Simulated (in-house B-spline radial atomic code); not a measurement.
# I²⁴⁺: starting-point dependence of G0W0 and RPA

Question: which mean-field start gives which removal energy for I²⁴⁺, before and after G0W0?

Method: RPA, second order, AC-SOSEX and G0W0 (contour deformation) on a non-relativistic mean field, all electrons; no spin-orbit coupling, Breit or QED terms. Code: an in-house B-spline radial atomic code, version 1.

## (1) The system

- element: iodine (Z = 53)
- charge: +24
- electrons: 29
- configuration: [Ar] 3d10 4s1
- next ion, run as well: [Ar] 3d10
- Hamiltonian: non-relativistic, point nucleus
- starts: Hartree-Fock, PBE, TPSS, r2SCAN0, HSE06

Outer shells as boxes (Hund's rule):

I24+
```
[Ar] core
3d [↑↓][↑↓][↑↓][↑↓][↑↓]
4s [↑ ]
```

## (2) Hartree-Fock start

Input settings:

```ini
Z = 53
electrons = 29.0
configuration = [Ar] 3d10 4s1
hamiltonian = nr
method = hf
lmax = 9
spin_polarised = True
box_radius = 3.58
intervals = 48
```

The run is started by

```console
$ python run_gw.py task.json out
```

The settings of every run stand in task.json; they run in order.

After this run come: PBE start; TPSS start; r2SCAN0 start; HSE06 start.

Before running it: what results should come out? Wanted: highest level, mean field; highest level, G0W0; RPA correlation energy; RPA+SOSEX.

As calculated:

```
                                       quantity                                                                value
highest level, mean field (range over the runs)                                                -776.37 to -764.34 eV
      highest level, G0W0 (range over the runs)                                                -779.51 to -778.93 eV
                         RPA correlation energy                                             -2.250 to -2.152 hartree
                                      RPA+SOSEX                                           -1.5684 to -1.5051 hartree
    semi-empirical ionisation energy (4s shell)  800.80 ± 0.4 eV (NIST Atomic Spectra Database, ionization energies)
            G0W0 removal energy less that value                                                    -21.9 to -21.3 eV
```

In words: The starts spread the highest level over 12.0 eV; after G0W0 0.58 eV remain, 4.9 % of that. On the semilocal starts the correction is downwards, 15 eV, since their self-interaction lifts occupied levels. The RPA energy is largest in size on PBE and smallest on Hartree-Fock, 4.4 % apart; over the runs it loosely follows the gap of the start, as smaller excitation energies give more correlation. All runs miss the semi-empirical ionisation energy, 800.80 ± 0.4 eV, by about -21.4 eV (-2.7 %), far more than they differ among themselves. Relativity, left out here, binds an s electron more tightly: it works in the direction of closing this gap. Read as a removal energy, the bare PBE level is off by -35.9 eV (-4.5 %) and the nearest bare level, Hartree-Fock's, by -24.4 eV. As differences of total energies the mean miss over the starts is 22 eV for mean field, 22 eV for RPA, 23 eV for RPA+SOSEX. For so heavy an element the non-relativistic levels are a model, not the real atom's.
